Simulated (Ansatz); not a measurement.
# NaSbH2 (SMILES [Na][SbH2]): one structure at several levels

Aim: energy, forces and dipole at a structure displaced at random from a GFN2-xTB minimum, from CCSD(T) and from density functionals.

Program: Ansatz 0.2.0, Gaussian basis. Level of theory: single points in def2-TZVPP. These are calculated values, not measurements.

Correlated methods freeze the cores. Filled d shells of the heavier atoms are correlated. Core potentials replace the inner electrons past krypton, and spin-orbit coupling is left out. The outer core shell of Li, Na, Mg and K is correlated. B3LYP uses VWN-RPA correlation.

### 1 The system as given

4 atoms, charge 0, spin multiplicity 1.

Atoms are counted from 1 here; the program's logs count them from 0.

Bond lengths: Na1–Sb2 2.859 Å, Sb2–H3 1.721 Å, Sb2–H4 1.716 Å. Angles: Na1–Sb2–H3 84.3°, Na1–Sb2–H4 81.7°, H3–Sb2–H4 86.8°.

Geometry (Å):

```xyz
4
charge 0, multiplicity 1
Na   -2.1306    0.0637   -0.2102
Sb    0.6505   -0.2705   -0.7808
H     0.6928   -1.0619    0.7470
H     0.7523    1.2058    0.0882
```

### 2 CCSD(T)/def2-TZVPP

run/in.yaml reads:

```yaml
crystal:
  periodic: [false, false, false]
  atoms:
    - {symbol: Na, position_ang: [-2.130600, 0.063700, -0.210200]}
    - {symbol: Sb, position_ang: [0.650500, -0.270500, -0.780800]}
    - {symbol: H, position_ang: [0.692800, -1.061900, 0.747000]}
    - {symbol: H, position_ang: [0.752300, 1.205800, 0.088200]}
basis:
  gaussian: {orbitals: def2-TZVPP}
correlation: {method: ccsd_t}
output: {forces: true}
```

The command line of these runs was not kept.

### 3 PBE0-D4/def2-TZVPP

Edit run/in.yaml of step 2 so:

```diff
@@ -9,3 +9,3 @@
   gaussian: {orbitals: def2-TZVPP}
-correlation: {method: ccsd_t}
-output: {forces: true}
+hamiltonian: {xc: pbe0, dispersion: d4}
+output: {forces: true, orbitals: {seedname: orbitals}}
```

### 4 wB97M-V/def2-TZVPP

Edit run/in.yaml of step 3 so:

```diff
@@ -9,3 +9,3 @@
   gaussian: {orbitals: def2-TZVPP}
-hamiltonian: {xc: pbe0, dispersion: d4}
-output: {forces: true, orbitals: {seedname: orbitals}}
+hamiltonian: {xc: {name: wB97M-V}}
+output: {forces: true}
```

### 5 r2SCAN-D4/def2-TZVPP

Edit run/in.yaml of step 4 so:

```diff
@@ -9,3 +9,3 @@
   gaussian: {orbitals: def2-TZVPP}
-hamiltonian: {xc: {name: wB97M-V}}
+hamiltonian: {xc: r2scan, dispersion: d4}
 output: {forces: true}
```

### 6 PBE-D4/def2-TZVPP

Edit run/in.yaml of step 5 so:

```diff
@@ -9,3 +9,3 @@
   gaussian: {orbitals: def2-TZVPP}
-hamiltonian: {xc: r2scan, dispersion: d4}
+hamiltonian: {xc: pbe, dispersion: d4}
 output: {forces: true}
```

### 7 B3LYP-D4/def2-TZVPP

Edit run/in.yaml of step 6 so:

```diff
@@ -9,3 +9,3 @@
   gaussian: {orbitals: def2-TZVPP}
-hamiltonian: {xc: pbe, dispersion: d4}
+hamiltonian: {xc: {name: B3LYP}, dispersion: d4}
 output: {forces: true}
```

### 8 LC-wPBE/def2-TZVPP

Edit run/in.yaml of step 7 so:

```diff
@@ -9,3 +9,3 @@
   gaussian: {orbitals: def2-TZVPP}
-hamiltonian: {xc: {name: B3LYP}, dispersion: d4}
+hamiltonian: {xc: {name: LC-wPBE}}
 output: {forces: true}
```

(Steps that only read results are left out.)

Q: Predict the outcome of this session. Wanted: energy less free atoms, CCSD(T)/def2-TZVPP; RMS force component; RMS force error; HOMO and LUMO, PBE0-D4; T1 diagnostic.

**Answer**, as computed:

| quantity | value |
| --- | --- |
| energy less free atoms, CCSD(T)/def2-TZVPP | -6.867 eV |
| RMS force component | 0.090 to 0.156 eV/Å over the methods |
| RMS force error | PBE0-D4 0.070, wB97M-V 0.041, r2SCAN-D4 0.081, PBE-D4 0.194, B3LYP-D4 0.112, LC-wPBE 0.066 eV/Å |
| HOMO and LUMO, PBE0-D4 | -4.81 and -1.59 eV |
| T1 diagnostic | 0.012 |

What this shows: Against CCSD(T) the functionals' energies less atoms differ by -0.396 to +0.127 eV, PBE-D4 by -0.252 eV. CCSD(T) in triple zeta still lacks some correlation energy of the bonds, so part of these gaps is its own basis error and they don't rank the functionals. The forces of wB97M-V come nearest to CCSD(T), those of PBE-D4 are farthest. Frozen-core CCSD(T) forces in triple zeta carry basis errors of their own, and this is one geometry, so small gaps rank nothing.
